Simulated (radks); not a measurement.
# Ar⁺ in [Ne] 3s2 3p4 4s1: an all-electron calculation

The task here is to estimate one member of a computed series from the others.

Program: radks (a radial shooting solver on a logarithmic mesh, Libxc functionals) version 1. Level of theory: scalar-relativistic Kohn-Sham, PBE, spin-unpolarised, spherical densities, finite nucleus. These are calculated values, not measurements, unless marked.

## The system

```
element            : argon (Z = 18)
charge             : +1
electrons          : 17
configuration      : [Ne] 3s2 3p4 4s1
nuclear rms radius : 3.4274 fm
```

Outer shells as boxes (Hund's rule):

Ar⁺
```
[Ne] core
3s [↑↓]
3p [↑↓][↑ ][↑ ]
4s [↑ ]
```

The first run:

Settings of this run:

```text
Z 18
configuration [Ne] 3s2 3p4 4s1
relativity scalar-relativistic
functional pbe,pbe
spin unpolarised
nucleus finite rms 3.4274 fm
c 137.035999084
```

The run is started by

```console
$ python run_ks.py task.json out
```

This one command runs every case of the session in turn.

One table of the session follows, with a row left open; its other results are not shown here.

It belongs to the step «Radial structure». Sizes of the orbitals, from the radial functions (bohr):

| level | <r> | outermost maximum (interpolated) | 90 % within | nodes |
| --- | --- | --- | --- | --- |
| 1s | ? | ? | ? | ? |
| 2s | 0.4137 | 0.338 | 0.646 | 1 |
| 2p | 0.3762 | 0.281 | 0.623 | 0 |
| 3s | 1.334 | 1.15 | 2.00 | 2 |
| 3p | 1.482 | 1.23 | 2.28 | 1 |
| 4s | 3.942 | 3.50 | 5.76 | 3 |

Estimate the missing values for 1s.

The run gave: <r>: 0.08573; outermost maximum (interpolated): 0.0561; 90 % within: 0.153; nodes: 0. In the column «<r>» it is the lowest.
